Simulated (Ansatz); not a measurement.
**SbHBr2: small, medium and large basis sets**

The task here is to estimate one member of a computed series from the others.

Computed with Ansatz 0.2.0, Gaussian basis. Level: one geometry, several basis sets.

The runs, in order: PBE0-D4/def2-SVP; ωB97M-V/def2-SVP; PBE0-D4/def2-QZVPP; ωB97M-V/def2-QZVPP; the functionals' def2-TZVPP values are taken from earlier runs.

## The geometry

The geometry comes from an earlier relaxation with PBE0-D4 in a triple-zeta def2 set; it is a stationary point. Sb takes the def2 core potential; no spin-orbit term is included.

SMILES `[Br][SbH][Br]`, 4 atoms, charge 0, spin multiplicity 1.

Atoms are counted from 1 here; the program's logs count them from 0.

Bond lengths: Br1–Sb2 2.504 Å, Sb2–Br3 2.504 Å, Sb2–H4 1.715 Å. Angles: Br1–Sb2–Br3 100.0°, Br1–Sb2–H4 92.8°, Br3–Sb2–H4 92.8°.

Set-up of the first run:

Input file in.yaml:

```yaml
crystal:
  periodic: [false, false, false]
  atoms:
    - {symbol: Br, position_ang: [-2.112981, 0.124431, -0.155439]}
    - {symbol: Sb, position_ang: [0.290393, -0.025519, -0.843268]}
    - {symbol: Br, position_ang: [1.162361, -1.545615, 0.945806]}
    - {symbol: H, position_ang: [0.715827, 1.386404, 0.032600]}
basis:
  gaussian: {orbitals: def2-SVP}
hamiltonian: {xc: pbe0, dispersion: d4}
output: {orbitals: {seedname: orbitals}}
```

Command:

```console
> ansatz run in.yaml --threads 2 --pin off --events-out ev --progress --plain --max-ram 4352MiB
```

Among the steps run: PBE0-D4 in def2-SVP; ωB97M-V in def2-SVP; PBE0-D4 in def2-QZVPP; ωB97M-V in def2-QZVPP.

One table of the session follows, with a row left open; its other results are not shown here.

It belongs to the step «Functionals by basis». 

```
functional       basis  HOMO (eV)  LUMO (eV)
   PBE0-D4    def2-SVP      -7.62      -2.02
   PBE0-D4  def2-TZVPP      -7.74      -2.12
   PBE0-D4  def2-QZVPP      -7.76      -2.16
   ωB97M-V    def2-SVP      -9.65      -0.11
   ωB97M-V  def2-TZVPP      -9.79      -0.31
   ωB97M-V  def2-QZVPP          ?          ?
```

**Question.** Estimate the row for ωB97M-V, def2-QZVPP.

The run gave: HOMO (eV): -9.82; LUMO (eV): -0.40. In the column «HOMO (eV)» it is the lowest.
